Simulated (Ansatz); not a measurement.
# ZrSi6: the cost of one run

Computed with Ansatz 0.2.0 (DFT PBE, scalar-relativistic, plane waves, PAW, unless a step's input says otherwise).

## Step 1: The system as given

It takes space group P6/mmm (No. 191, hexagonal). Conventional cell: a = 5.252 Å, b = 5.252 Å, c = 5.559 Å, α = 90.00°, β = 90.00°, γ = 120.00°. Around Zr (site symmetry 6/mmm) lie 6 Si at 1.98 Å. Around Si (site symmetry mm2) lie 4 Si at 1.82 to 1.98 Å and 1 Zr at 1.98 Å.

As a file:

```cif
data_structure
_symmetry_space_group_name_H-M 'P6/mmm'
_symmetry_Int_Tables_number 191
_cell_length_a 5.2516
_cell_length_b 5.2516
_cell_length_c 5.5592
_cell_angle_alpha 90.000
_cell_angle_beta 90.000
_cell_angle_gamma 120.000
_cell_volume 132.78
loop_
_atom_site_label
_atom_site_type_symbol
_atom_site_symmetry_multiplicity
_atom_site_Wyckoff_symbol
_atom_site_fract_x
_atom_site_fract_y
_atom_site_fract_z
_atom_site_occupancy
Zr1 Zr 1 a 0.00000 0.00000 0.00000 1
Si1 Si 6 l 0.21801 0.78199 0.00000 1
```

Recipe of the guess: random cell by space group and Wyckoff sites (P6/mmm, No. 191). Lengths come from tabulated atomic sizes and are only a guess.

## Step 2: The guess as it stands, on a coarse mesh

File input.yaml:

```yaml
crystal:
  lattice:
    - [5.25157012, 0.0, 0.0]
    - [-2.62578506, 4.54799313, 0.0]
    - [0.0, 0.0, 5.55922694]
  atoms:
    - { symbol: Zr, position: [0.0, 0.0, 0.0] }
    - { symbol: Si, position: [0.2180057, 0.7819943, 0.0] }
    - { symbol: Si, position: [0.2180057, 0.4360114, 0.0] }
    - { symbol: Si, position: [0.5639886, 0.7819943, 0.0] }
    - { symbol: Si, position: [0.7819943, 0.2180057, 0.0] }
    - { symbol: Si, position: [0.7819943, 0.5639886, 0.0] }
    - { symbol: Si, position: [0.4360114, 0.2180057, 0.0] }
basis:
  ecutwfc: 420
kpoints:
  mp_grid: { grid: [6, 6, 4] }
hamiltonian:
  xc: pbe
scf:
  occupations: { method: gaussian, width: 0.1 }
  lower_state_search: "off"
output:
  forces: true
  stress: true
  eigenvalues: true
```

Command:

```bash
ansatz run input.yaml --threads 1 --pin off --max-ram 2560MiB --backend cpu --events-out ev --progress --plain --runs-dir out
```

**Question.** How long does this run take on 1 thread of Intel Xeon at 2.50GHz (Skylake/Cascade Lake), shared host, and how much memory does it need?

About 13 s, with a peak of 0.41 GiB.
